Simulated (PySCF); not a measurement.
# A diatomic session: InP

One job finds the state of InP, follows it along the bond with each method and fits the curves.

Program: PySCF 2.14.0. Level of theory: In def2-TZVPP with ECP28, P def2-TZVPP, scalar-relativistic core potentials. These are calculated values, not measurements.

### Step 1. Set-up

The job is set up so:

```yaml
atoms: In, P
charge: 0
basis: In def2-TZVPP with ECP28, P def2-TZVPP
Hamiltonian: scalar-relativistic core potentials
basis_functions: 92
electrons_treated: 36
masses_in_u: 114.9039, 30.9738
levels: PBE0, PBE, r²SCAN, BP86, LDA, B3LYP, revPBE, CAM-B3LYP, HF, MP2, SCS-MP2, CCSD, CCSD(T)
grid: 80 radial by 434 angular points
occupations: held fixed by the projection of orbital angular momentum
dissociation_limit: In + P, each in its ground configuration
starting_distance_in_angstrom: 2.455
values_of_2S_to_try: 0, 2, 4
```

Run with:

```
OMP_NUM_THREADS=1 python dia.py task.json out
```

After the search, every level is run at each distance in turn; below they are sorted by level.

### Step 2. Which determinant to follow

Unrestricted PBE0 solutions at 2.455 Å, counted from the lowest. The search isn't exhaustive.

| 2Ms+1 | unpaired | term | E (eV) | ⟨S²⟩ | ⟨Lz²⟩ | μ (D) |
| --- | --- | --- | --- | --- | --- | --- |
| 3 | π ↑↑ | ³Σ⁻ | 0.00 | 2.01 | 0.00 | -1.20 |
| 3 | σ ↑, π ↑ | ³Π | 0.07 | 2.01 | 1.02 | -3.03 |
| 1 | σ ↓, π ↑ | not assigned | 0.26 | 1.02 | 1.02 | -3.12 |
| 1 | π ↑↓ | not assigned | 0.30 | 1.01 | 2.03 | -1.16 |
| 1 | none | ¹Σ⁺ | 1.30 | 0.00 | 0.00 | -4.53 |
| 1 | none | not assigned | 1.35 | 0.00 | 2.01 | -0.91 |
| 5 | σ ↑, π ↑↑↑ | ⁵Π | 1.96 | 6.01 | 1.00 | 0.60 |
| 3 | σ ↓, π ↑↑↑ | not assigned | 2.57 | 3.03 | 1.00 | 0.73 |
| 3 | π ↑↑ | not assigned | 3.09 | 2.02 | 2.02 | -1.74 |
| 3 | π ↑↑ | not assigned | 3.35 | 2.02 | 2.01 | -1.84 |

10 of 14 solutions are listed, lowest first.

A term symbol stands only where ⟨S²⟩ and ⟨Lz²⟩ are near those of a pure state. A positive dipole means In(−)P(+).

Followed over a short scan are these candidates:

| 2Ms+1 | unpaired | R at minimum (Å) | energy at minimum (eV) |
| --- | --- | --- | --- |
| 3 | π ↑↑ | 2.65 | 0.00 |
| 3 | σ ↑, π ↑ | 2.44 | 0.20 |
| 1 | π ↑↓ | 2.65 | 0.30 |
| 1 | σ ↓, π ↑ | 2.42 | 0.39 |
| 1 | none | not bracketed | ≤ 1.23 |

The search made 18 SCF attempts at the starting distance; with the short scans it took 43 s of wall time (1 thread of AMD EPYC 9R14 (Zen 4), shared host).

### Step 3. The PBE0 curve of the state that the search chose

State followed: ³Σ⁻ (triplet), unpaired electrons π ↑↑. The scan is laid around 2.652 Å.

Log of the SCF at 2.652 Å:

```text
******** <class 'pyscf.dft.uks_symm.SymAdaptedUKS'> ********
method = SymAdaptedUKS
initial guess = minao
damping factor = 0
level_shift factor = 0
DIIS = <class 'pyscf.scf.diis.CDIIS'>
diis_start_cycle = 1
diis_space = 10
diis_damp = 0
SCF conv_tol = 1e-09
SCF conv_tol_grad = None
SCF max_cycles = 60
direct_scf = False
max_memory 2100 MB (current use 699 MB)
number electrons alpha = 19  beta = 17
XC library pyscf.dft.libxc version 7.0.0
    S. Lehtola, C. Steigemann, M. J.T. Oliveira, and M. A.L. Marques.,  SoftwareX 7, 1–5 (2018)
XC functionals = PBE0
    C. Adamo and V. Barone.,  J. Chem. Phys. 110, 6158 (1999)
    M. Ernzerhof and G. E. Scuseria.,  J. Chem. Phys. 110, 5029 (1999)
small_rho_cutoff = 0
Overwritten attributes  get_j get_k get_hcore get_jk get_occ  of <class 'pyscf.dft.uks_symm.SymAdaptedUKS'>
<class 'pyscf.dft.uks_symm.SymAdaptedUKS'> does not have attributes  refdm
Set gradient conv threshold to 3.16228e-05
init E= -531.321580488594
cycle= 1 E= -531.321679485357  delta_E= -9.9e-05  |g|= 0.000119  |ddm|= 0.000563
cycle= 2 E= -531.321679485997  delta_E= -6.4e-10  |g|= 0.000129  |ddm|= 0.000326
cycle= 3 E= -531.321679493513  delta_E= -7.52e-09  |g|= 1.11e-05  |ddm|= 0.000162
cycle= 4 E= -531.32167949359  delta_E= -7.67e-11  |g|= 4.89e-06  |ddm|= 2.12e-05
Extra cycle  E= -531.321679493611  delta_E= -2.11e-11  |g|= 5.48e-06  |ddm|= 2.07e-05
converged SCF energy = -531.321679493611  <S^2> = 2.008556  2S+1 = 3.0056986
```

Points of the scan, energies from the lowest:

| R (Å) | E (eV) | μ (D) | Mulliken charge of In (e) | Mayer bond order | ⟨S²⟩ | HOMO (eV) | LUMO (eV) |
| --- | --- | --- | --- | --- | --- | --- | --- |
| 2.2807 | 0.6093 | -0.34 | 0.27 | 1.11 | 2.01 | -5.25 | -3.67 |
| 2.3868 | 0.2657 | -0.86 | 0.30 | 1.06 | 2.01 | -5.30 | -3.45 |
| 2.4929 | 0.0801 | -1.39 | 0.33 | 1.03 | 2.01 | -5.31 | -3.24 |
| 2.5724 | 0.0161 | -1.78 | 0.34 | 1.02 | 2.01 | -5.30 | -3.10 |
| 2.6520 | 0.0000 | -2.16 | 0.35 | 1.00 | 2.01 | -5.27 | -2.98 |
| 2.7316 | 0.0204 | -2.54 | 0.35 | 0.99 | 2.01 | -5.24 | -2.86 |
| 2.8376 | 0.0888 | -3.03 | 0.35 | 0.98 | 2.01 | -5.17 | -2.73 |
| 2.9702 | 0.2192 | -3.60 | 0.36 | 0.97 | 2.01 | -5.07 | -2.61 |
| 3.1294 | 0.4131 | -4.23 | 0.36 | 0.95 | 2.02 | -4.93 | -2.51 |
| 3.3415 | 0.6947 | -4.93 | 0.36 | 0.90 | 2.04 | -4.72 | -2.46 |

The fit gives Re = 2.644 Å, ωe = 256.2 cm⁻¹, ωexe = 0.829 cm⁻¹, αe = 0.000473 cm⁻¹, Be = 0.09886 cm⁻¹, De = 1.98 eV, μ = -2.13 D.

Orbitals nearest the gap at 2.652 Å:

| spin | orbital | ε (eV) | filled | made of |
| --- | --- | --- | --- | --- |
| β | π | -20.95 | yes | In d 100 % |
| β | π | -20.95 | yes | In d 100 % |
| α | σ | -15.78 | yes | P s 93 % |
| β | σ | -13.62 | yes | P s 85 %, In s 9 % |
| α | σ | -9.54 | yes | In s 75 %, P p 18 % |
| β | σ | -9.21 | yes | In s 74 %, P p 15 %, P s 10 % |
| α | π | -6.81 | yes | P p 92 % |
| α | π | -6.81 | yes | P p 92 % |
| α | σ | -5.67 | yes | P p 58 %, In p 23 %, In s 18 % |
| β | σ | -5.27 | yes | P p 59 %, In p 27 %, In s 13 % |
| β | π | -2.98 | no | P p 60 %, In p 38 % |
| β | π | -2.98 | no | P p 60 %, In p 38 % |
| α | π | -1.71 | no | In p 94 % |
| α | π | -1.71 | no | In p 94 % |

Polarisability there: 113.9 bohr³ along the bond, 60.8 across it. Without diffuse functions these come out too small, above all across the bond.

### Step 4. Orbitals, density and potential

The fields below are evaluated on a grid from the run's orbitals.

Frontier orbitals at PBE0 (alpha spin), with the share of their density that lies nearest to each atom:

| orbital | energy (eV) | lies on |
| --- | --- | --- |
| HOMO | -5.67 | P2 58 %; In1 42 % |
| LUMO | -1.71 | In1 89 %; P2 11 % |

ELF in a plane through or near 2 of the atoms.

Ten even steps from '0' (0.00) to '9' (0.96):
```
0000011100000000000000000000
0012444321000001222221100000
0146776532100012334443321000
1478887543211124556666542100
2689887543211235667777653100
5899976432222346778888875310
7999864222222457888899987520
8999853356422468853489998641
9999743677742479614239998742
9999743730652479349718999752
9999743730752479349718999752
9999743677742479615239998752
8999853355422468853489998641
7999864222222457888899987520
5899976432222346778888875310
2689887543211235667777653100
1478887543211124556666542100
0146776532100012334443321000
0012444321000001222221100000
0000011100000000000000000000
```
The map spans 7.9 Å across and 5.2 Å up, centred on the molecule. Atoms in the plane (x, y in Å): In1 (-1.3, 0.0), P2 (1.3, 0.0).

On the surface of density 0.002 e/bohr³ the electrostatic potential runs, from the 1st to the 99th percentile, from -1.09 V near P2 to 1.82 V near In1.

The spin density lies nearest to P2 93 %; In1 7 %.

Core electrons inside the core potentials are missing from the density.

### Step 5. Other states along the same grid

State 2: ³Π (triplet), unpaired electrons σ ↑, π ↑, an excited solution.

Output of the SCF at 2.652 Å:

```text
[... 13 set-up lines left out, the same as in an earlier log ...]
max_memory 2100 MB (current use 773 MB)
[... 8 set-up lines left out, the same as in an earlier log ...]
init E= -531.308767761788
cycle= 1 E= -531.308901729198  delta_E= -0.000134  |g|= 0.000167  |ddm|= 0.000533
cycle= 2 E= -531.308901685083  delta_E= 4.41e-08  |g|= 0.000297  |ddm|= 0.000675
cycle= 3 E= -531.308901753535  delta_E= -6.85e-08  |g|= 3.66e-05  |ddm|= 0.000439
cycle= 4 E= -531.308901754246  delta_E= -7.1e-10  |g|= 1.18e-05  |ddm|= 6.09e-05
Extra cycle  E= -531.308901754164  delta_E= 8.15e-11  |g|= 1.91e-05  |ddm|= 5.1e-05
converged SCF energy = -531.308901754164  <S^2> = 2.0208772  2S+1 = 3.013886
```

Re = 2.429 Å, ωe = 304 cm⁻¹, ωexe = 1.22 cm⁻¹, αe = 0.000679 cm⁻¹, Be = 0.1171 cm⁻¹, μ = -2.96 D. Its minimum lies 0.20 eV above that of the lowest state.

State 3: Ms = 0 determinant of mixed spin (⟨S²⟩ = 1.01), unpaired electrons π ↑↓, an excited solution.

The SCF at the reference distance, 2.652 Å, printed:

```text
[... 14 set-up lines left out, the same as in an earlier log ...]
number electrons alpha = 18  beta = 18
[... 7 set-up lines left out, the same as in an earlier log ...]
init E= -531.310626693787
cycle= 1 E= -531.310725683563  delta_E= -9.9e-05  |g|= 0.000181  |ddm|= 0.000645
cycle= 2 E= -531.310725676625  delta_E= 6.94e-09  |g|= 0.000219  |ddm|= 0.000618
cycle= 3 E= -531.310725705679  delta_E= -2.91e-08  |g|= 1.78e-05  |ddm|= 0.000327
cycle= 4 E= -531.310725705791  delta_E= -1.12e-10  |g|= 4.33e-06  |ddm|= 3.2e-05
Extra cycle  E= -531.310725705789  delta_E= 2.05e-12  |g|= 5.55e-06  |ddm|= 1.85e-05
converged SCF energy = -531.310725705789  <S^2> = 1.0126677  2S+1 = 2.2473698
```

Re = 2.642 Å, ωe = 258.3 cm⁻¹; the determinant mixes terms (⟨S²⟩ = 1.01, ⟨Lz²⟩ = 2.03), so these belong to no real state. Its minimum lies 0.30 eV above that of the lowest state.

State 4: Ms = 0 determinant of mixed spin (⟨S²⟩ = 1.02), unpaired electrons σ ↓, π ↑, an excited solution.

Output of the SCF at 2.652 Å:

```text
[... 22 set-up lines left out, the same as in an earlier log ...]
init E= -531.300543695863
cycle= 1 E= -531.30068042891  delta_E= -0.000137  |g|= 0.000173  |ddm|= 0.000559
cycle= 2 E= -531.300680379825  delta_E= 4.91e-08  |g|= 0.00031  |ddm|= 0.000714
cycle= 3 E= -531.300680455405  delta_E= -7.56e-08  |g|= 3.91e-05  |ddm|= 0.000466
cycle= 4 E= -531.300680456254  delta_E= -8.48e-10  |g|= 1.15e-05  |ddm|= 7.13e-05
Extra cycle  E= -531.300680456229  delta_E= 2.52e-11  |g|= 1.89e-05  |ddm|= 5.04e-05
converged SCF energy = -531.300680456229  <S^2> = 1.0219239  2S+1 = 2.2555921
```

Re = 2.413 Å, ωe = 316 cm⁻¹; the determinant mixes terms (⟨S²⟩ = 1.02, ⟨Lz²⟩ = 1.02), so these belong to no real state. Its minimum lies 0.39 eV above that of the lowest state.

Energy (eV) from the lowest point of the lowest state:

| R (Å) | lowest | state 2 | state 3 | state 4 |
| --- | --- | --- | --- | --- |
| 2.281 | 0.609 | 0.311 | 0.906 | 0.485 |
| 2.387 | 0.266 | 0.204 | 0.562 | 0.392 |
| 2.493 | 0.080 | 0.212 | 0.377 | 0.414 |
| 2.572 | 0.016 | 0.266 | 0.313 | 0.479 |
| 2.652 | 0.000 | 0.348 | 0.298 | 0.571 |
| 2.732 | 0.020 | 0.448 | 0.320 | 0.681 |
| 2.838 | 0.089 | 0.600 | 0.390 | 0.844 |
| 2.970 | 0.219 | 0.804 | 0.524 | 1.059 |
| 3.129 | 0.413 | 1.046 | 0.725 | 1.318 |
| 3.341 | 0.695 | 1.326 | 1.020 | 1.641 |

### Step 6. PBE

The SCF at the reference distance, 2.652 Å, printed:

```text
[... 17 set-up lines left out, the same as in an earlier log ...]
XC functionals = PBE
    J. P. Perdew, K. Burke, and M. Ernzerhof.,  Phys. Rev. Lett. 77, 3865 (1996)
    J. P. Perdew, K. Burke, and M. Ernzerhof.,  Phys. Rev. Lett. 78, 1396 (1997)
    J. P. Perdew, K. Burke, and M. Ernzerhof.,  Phys. Rev. Lett. 77, 3865 (1996)
    J. P. Perdew, K. Burke, and M. Ernzerhof.,  Phys. Rev. Lett. 78, 1396 (1997)
[... 2 set-up lines left out, the same as in an earlier log ...]
init E= -531.295515865181
cycle= 1 E= -531.297240638618  delta_E= -0.00172  |g|= 0.0273  |ddm|= 0.235
cycle= 2 E= -531.297054526859  delta_E= 0.000186  |g|= 0.0288  |ddm|= 0.0863
cycle= 3 E= -531.297466829034  delta_E= -0.000412  |g|= 0.00832  |ddm|= 0.0534
cycle= 4 E= -531.297525026822  delta_E= -5.82e-05  |g|= 0.000574  |ddm|= 0.0148
cycle= 5 E= -531.297525181478  delta_E= -1.55e-07  |g|= 0.000211  |ddm|= 0.00204
cycle= 6 E= -531.297525211066  delta_E= -2.96e-08  |g|= 7.26e-05  |ddm|= 0.000433
cycle= 7 E= -531.29752521314  delta_E= -2.07e-09  |g|= 1.08e-05  |ddm|= 9.83e-05
cycle= 8 E= -531.29752521322  delta_E= -7.99e-11  |g|= 2.75e-06  |ddm|= 1.94e-05
Extra cycle  E= -531.29752521322  delta_E= 5.68e-13  |g|= 3.09e-06  |ddm|= 9.33e-06
converged SCF energy = -531.29752521322  <S^2> = 2.0067509  2S+1 = 3.0044972
```

Re = 2.674 Å, ωe = 244.0 cm⁻¹, ωexe = 0.813 cm⁻¹, αe = 0.000475 cm⁻¹, Be = 0.09666 cm⁻¹, De = 2.10 eV, μ = -2.10 D.

### Step 7. r²SCAN

The SCF at the reference distance, 2.652 Å, printed:

```text
[... 17 set-up lines left out, the same as in an earlier log ...]
XC functionals = R2SCAN
    J. W. Furness, A. D. Kaplan, J. Ning, J. P. Perdew, and J. Sun.,  J. Phys. Chem. Lett. 11, 8208-8215 (2020)
    J. W. Furness, A. D. Kaplan, J. Ning, J. P. Perdew, and J. Sun.,  J. Phys. Chem. Lett. 11, 9248-9248 (2020)
    J. W. Furness, A. D. Kaplan, J. Ning, J. P. Perdew, and J. Sun.,  J. Phys. Chem. Lett. 11, 8208-8215 (2020)
    J. W. Furness, A. D. Kaplan, J. Ning, J. P. Perdew, and J. Sun.,  J. Phys. Chem. Lett. 11, 9248-9248 (2020)
[... 2 set-up lines left out, the same as in an earlier log ...]
init E= -531.491079950066
cycle= 1 E= -531.4918115907  delta_E= -0.000732  |g|= 0.0109  |ddm|= 0.198
cycle= 2 E= -531.491637347569  delta_E= 0.000174  |g|= 0.018  |ddm|= 0.0536
cycle= 3 E= -531.491921622253  delta_E= -0.000284  |g|= 0.00129  |ddm|= 0.0337
cycle= 4 E= -531.491921987275  delta_E= -3.65e-07  |g|= 0.000239  |ddm|= 0.0014
cycle= 5 E= -531.491922017624  delta_E= -3.03e-08  |g|= 0.000181  |ddm|= 0.000621
cycle= 6 E= -531.491922034917  delta_E= -1.73e-08  |g|= 2.39e-05  |ddm|= 0.000298
cycle= 7 E= -531.49192203539  delta_E= -4.73e-10  |g|= 9.16e-06  |ddm|= 6.61e-05
Extra cycle  E= -531.491922035438  delta_E= -4.75e-11  |g|= 8.85e-06  |ddm|= 3.56e-05
converged SCF energy = -531.491922035438  <S^2> = 2.011927  2S+1 = 3.0079408
```

Re = 2.645 Å, ωe = 254.2 cm⁻¹, ωexe = 0.855 cm⁻¹, αe = 0.000480 cm⁻¹, Be = 0.09878 cm⁻¹, De = 1.98 eV, μ = -2.04 D.

### Step 8. BP86 (GGA)

The SCF at the reference distance, 2.652 Å, printed:

```text
[... 17 set-up lines left out, the same as in an earlier log ...]
XC functionals = B88,P86
    A. D. Becke.,  Phys. Rev. A 38, 3098 (1988)
    J. P. Perdew.,  Phys. Rev. B 33, 8822 (1986)
[... 2 set-up lines left out, the same as in an earlier log ...]
init E= -531.600541109777
cycle= 1 E= -531.602812726726  delta_E= -0.00227  |g|= 0.0295  |ddm|= 0.281
cycle= 2 E= -531.602437119427  delta_E= 0.000376  |g|= 0.0332  |ddm|= 0.102
cycle= 3 E= -531.603104398734  delta_E= -0.000667  |g|= 0.0116  |ddm|= 0.0666
cycle= 4 E= -531.603206544743  delta_E= -0.000102  |g|= 0.000848  |ddm|= 0.0204
cycle= 5 E= -531.603207050378  delta_E= -5.06e-07  |g|= 0.000358  |ddm|= 0.00309
cycle= 6 E= -531.603207182263  delta_E= -1.32e-07  |g|= 0.000101  |ddm|= 0.000753
cycle= 7 E= -531.603207186342  delta_E= -4.08e-09  |g|= 1.73e-05  |ddm|= 0.000153
cycle= 8 E= -531.60320718651  delta_E= -1.68e-10  |g|= 2.31e-06  |ddm|= 3.68e-05
Extra cycle  E= -531.603207186509  delta_E= 6.82e-13  |g|= 3.19e-06  |ddm|= 9.36e-06
converged SCF energy = -531.603207186509  <S^2> = 2.005981  2S+1 = 3.0039847
```

Re = 2.675 Å, ωe = 243.0 cm⁻¹, ωexe = 0.811 cm⁻¹, αe = 0.000476 cm⁻¹, Be = 0.09656 cm⁻¹, De = 2.12 eV, μ = -2.11 D. 5.4 s of CPU time for 12 points, integrals apart.

### Step 9. LDA (local density)

Output of the SCF at 2.652 Å:

```text
[... 13 set-up lines left out, the same as in an earlier log ...]
max_memory 2100 MB (current use 774 MB)
[... 3 set-up lines left out, the same as in an earlier log ...]
XC functionals = LDA,VWN
    P. A. M. Dirac.,  Math. Proc. Cambridge Philos. Soc. 26, 376 (1930)
    F. Bloch.,  Z. Phys. 57, 545 (1929)
    S. H. Vosko, L. Wilk, and M. Nusair.,  Can. J. Phys. 58, 1200 (1980)
[... 2 set-up lines left out, the same as in an earlier log ...]
init E= -529.870347059161
cycle= 1 E= -529.87526752837  delta_E= -0.00492  |g|= 0.086  |ddm|= 0.239
cycle= 2 E= -529.873692827057  delta_E= 0.00157  |g|= 0.0901  |ddm|= 0.251
cycle= 3 E= -529.877084230377  delta_E= -0.00339  |g|= 0.0257  |ddm|= 0.162
cycle= 4 E= -529.877665009708  delta_E= -0.000581  |g|= 0.00213  |ddm|= 0.0435
cycle= 5 E= -529.877666615599  delta_E= -1.61e-06  |g|= 0.000685  |ddm|= 0.00639
cycle= 6 E= -529.87766688894  delta_E= -2.73e-07  |g|= 0.000163  |ddm|= 0.00111
cycle= 7 E= -529.877666900107  delta_E= -1.12e-08  |g|= 1.86e-05  |ddm|= 0.000202
cycle= 8 E= -529.877666900368  delta_E= -2.61e-10  |g|= 5.38e-06  |ddm|= 3.73e-05
Extra cycle  E= -529.877666900369  delta_E= -7.96e-13  |g|= 5.72e-06  |ddm|= 1.96e-05
converged SCF energy = -529.877666900369  <S^2> = 2.0051499  2S+1 = 3.0034313
```

Re = 2.615 Å, ωe = 260.2 cm⁻¹, ωexe = 0.836 cm⁻¹, αe = 0.000482 cm⁻¹, Be = 0.1011 cm⁻¹, De = 2.51 eV, μ = -1.75 D. 6 s of CPU time for 12 points, integrals apart.

### Step 10. B3LYP (global hybrid GGA)

The SCF at the reference distance, 2.652 Å, printed:

```text
[... 17 set-up lines left out, the same as in an earlier log ...]
XC functionals = B3LYP
    P. J. Stephens, F. J. Devlin, C. F. Chabalowski, and M. J. Frisch.,  J. Phys. Chem. 98, 11623 (1994)
[... 2 set-up lines left out, the same as in an earlier log ...]
init E= -531.538429894382
cycle= 1 E= -531.539314281185  delta_E= -0.000884  |g|= 0.00843  |ddm|= 0.166
cycle= 2 E= -531.539321100297  delta_E= -6.82e-06  |g|= 0.00756  |ddm|= 0.0281
cycle= 3 E= -531.539342106367  delta_E= -2.1e-05  |g|= 0.00123  |ddm|= 0.0138
cycle= 4 E= -531.539343189356  delta_E= -1.08e-06  |g|= 0.000714  |ddm|= 0.00362
cycle= 5 E= -531.539343648  delta_E= -4.59e-07  |g|= 0.00014  |ddm|= 0.00132
cycle= 6 E= -531.539343658344  delta_E= -1.03e-08  |g|= 2.64e-05  |ddm|= 0.000294
cycle= 7 E= -531.539343658783  delta_E= -4.39e-10  |g|= 1.32e-05  |ddm|= 5.11e-05
Extra cycle  E= -531.539343658808  delta_E= -2.48e-11  |g|= 1.26e-05  |ddm|= 2.9e-05
converged SCF energy = -531.539343658808  <S^2> = 2.0060553  2S+1 = 3.0040342
```

Re = 2.675 Å, ωe = 245.1 cm⁻¹, ωexe = 0.812 cm⁻¹, αe = 0.000474 cm⁻¹, Be = 0.09653 cm⁻¹, De = 1.96 eV, μ = -2.26 D. 19 s of CPU time for 12 points, integrals apart.

### Step 11. revPBE (GGA)

The SCF at the reference distance, 2.652 Å, printed:

```text
[... 17 set-up lines left out, the same as in an earlier log ...]
XC functionals = PBE_R,PBE
    Y. Zhang and W. Yang.,  Phys. Rev. Lett. 80, 890 (1998)
[... 4 set-up lines left out, the same as in an earlier log ...]
init E= -531.441676465043
cycle= 1 E= -531.442972342454  delta_E= -0.0013  |g|= 0.0182  |ddm|= 0.247
cycle= 2 E= -531.4428782882  delta_E= 9.41e-05  |g|= 0.0193  |ddm|= 0.0604
cycle= 3 E= -531.443078248229  delta_E= -0.0002  |g|= 0.00571  |ddm|= 0.037
cycle= 4 E= -531.443105049923  delta_E= -2.68e-05  |g|= 0.000424  |ddm|= 0.0103
cycle= 5 E= -531.443105132257  delta_E= -8.23e-08  |g|= 0.000169  |ddm|= 0.00148
cycle= 6 E= -531.443105150368  delta_E= -1.81e-08  |g|= 5.24e-05  |ddm|= 0.000329
cycle= 7 E= -531.443105151495  delta_E= -1.13e-09  |g|= 9.11e-06  |ddm|= 7.76e-05
cycle= 8 E= -531.443105151557  delta_E= -6.23e-11  |g|= 2.81e-06  |ddm|= 2.07e-05
Extra cycle  E= -531.443105151558  delta_E= -4.55e-13  |g|= 3.21e-06  |ddm|= 1.1e-05
converged SCF energy = -531.443105151558  <S^2> = 2.0073168  2S+1 = 3.0048739
```

Re = 2.693 Å, ωe = 238.4 cm⁻¹, ωexe = 0.811 cm⁻¹, αe = 0.000475 cm⁻¹, Be = 0.09529 cm⁻¹, De = 1.95 eV, μ = -2.22 D. 5.5 s of CPU time for 12 points, integrals apart.

### Step 12. CAM-B3LYP (range-separated hybrid)

Output of the SCF at 2.652 Å:

```text
[... 17 set-up lines left out, the same as in an earlier log ...]
XC functionals = CAMB3LYP
    T. Yanai, D. P. Tew, and N. C. Handy.,  Chem. Phys. Lett. 393, 51 (2004)
[... 2 set-up lines left out, the same as in an earlier log ...]
init E= -531.432323619266
cycle= 1 E= -531.43320183145  delta_E= -0.000878  |g|= 0.0105  |ddm|= 0.15
cycle= 2 E= -531.433233089971  delta_E= -3.13e-05  |g|= 0.00818  |ddm|= 0.0373
cycle= 3 E= -531.433258961018  delta_E= -2.59e-05  |g|= 0.000743  |ddm|= 0.0132
cycle= 4 E= -531.433259585293  delta_E= -6.24e-07  |g|= 0.000274  |ddm|= 0.00318
cycle= 5 E= -531.433259630083  delta_E= -4.48e-08  |g|= 6.44e-05  |ddm|= 0.000467
cycle= 6 E= -531.433259637227  delta_E= -7.14e-09  |g|= 1.91e-05  |ddm|= 0.000257
cycle= 7 E= -531.433259637825  delta_E= -5.97e-10  |g|= 8.1e-06  |ddm|= 5.51e-05
Extra cycle  E= -531.433259637927  delta_E= -1.03e-10  |g|= 5.25e-06  |ddm|= 2.21e-05
converged SCF energy = -531.433259637927  <S^2> = 2.0066744  2S+1 = 3.0044463
```

Re = 2.634 Å, ωe = 259.7 cm⁻¹, ωexe = 0.818 cm⁻¹, αe = 0.000470 cm⁻¹, Be = 0.09959 cm⁻¹, De = 1.91 eV, μ = -2.19 D. 37 s of CPU time for 12 points, integrals apart.

### Step 13. UHF (mean field)

Output of the SCF at 2.652 Å:

```text
******** <class 'pyscf.scf.uhf_symm.SymAdaptedUHF'> ********
method = SymAdaptedUHF
[... 11 set-up lines left out, the same as in an earlier log ...]
max_memory 2100 MB (current use 848 MB)
[... 1 set-up line left out, the same as in an earlier log ...]
Overwritten attributes  get_j get_k get_hcore get_jk get_occ  of <class 'pyscf.scf.uhf_symm.SymAdaptedUHF'>
<class 'pyscf.scf.uhf_symm.SymAdaptedUHF'> does not have attributes  refdm
[... 1 set-up line left out, the same as in an earlier log ...]
init E= -529.934930144264
cycle= 1 E= -529.94942430544  delta_E= -0.0145  |g|= 0.0396  |ddm|= 0.531
cycle= 2 E= -529.95057829711  delta_E= -0.00115  |g|= 0.0122  |ddm|= 0.17
cycle= 3 E= -529.95076140489  delta_E= -0.000183  |g|= 0.00577  |ddm|= 0.0354
cycle= 4 E= -529.950807431026  delta_E= -4.6e-05  |g|= 0.00181  |ddm|= 0.0259
cycle= 5 E= -529.950816414529  delta_E= -8.98e-06  |g|= 0.000695  |ddm|= 0.00752
cycle= 6 E= -529.950818004029  delta_E= -1.59e-06  |g|= 0.00031  |ddm|= 0.00279
cycle= 7 E= -529.95081839129  delta_E= -3.87e-07  |g|= 0.000154  |ddm|= 0.0016
cycle= 8 E= -529.950818511958  delta_E= -1.21e-07  |g|= 9.13e-05  |ddm|= 0.000926
cycle= 9 E= -529.950818557864  delta_E= -4.59e-08  |g|= 5.25e-05  |ddm|= 0.000585
cycle= 10 E= -529.950818577977  delta_E= -2.01e-08  |g|= 1.53e-05  |ddm|= 0.000565
cycle= 11 E= -529.950818578999  delta_E= -1.02e-09  |g|= 4.82e-06  |ddm|= 0.000115
cycle= 12 E= -529.950818579065  delta_E= -6.66e-11  |g|= 1.23e-06  |ddm|= 2.61e-05
Extra cycle  E= -529.950818579067  delta_E= -1.82e-12  |g|= 6.38e-07  |ddm|= 3.33e-06
converged SCF energy = -529.950818579067  <S^2> = 2.0223291  2S+1 = 3.0148493
```

Re = 2.662 Å, ωe = 257.0 cm⁻¹, ωexe = 1.01 cm⁻¹, αe = 0.000491 cm⁻¹, Be = 0.09748 cm⁻¹, De = 0.84 eV, μ = -2.28 D. 14 s of CPU time for 12 points, integrals apart.

(Part 1 of 2 ends here.)
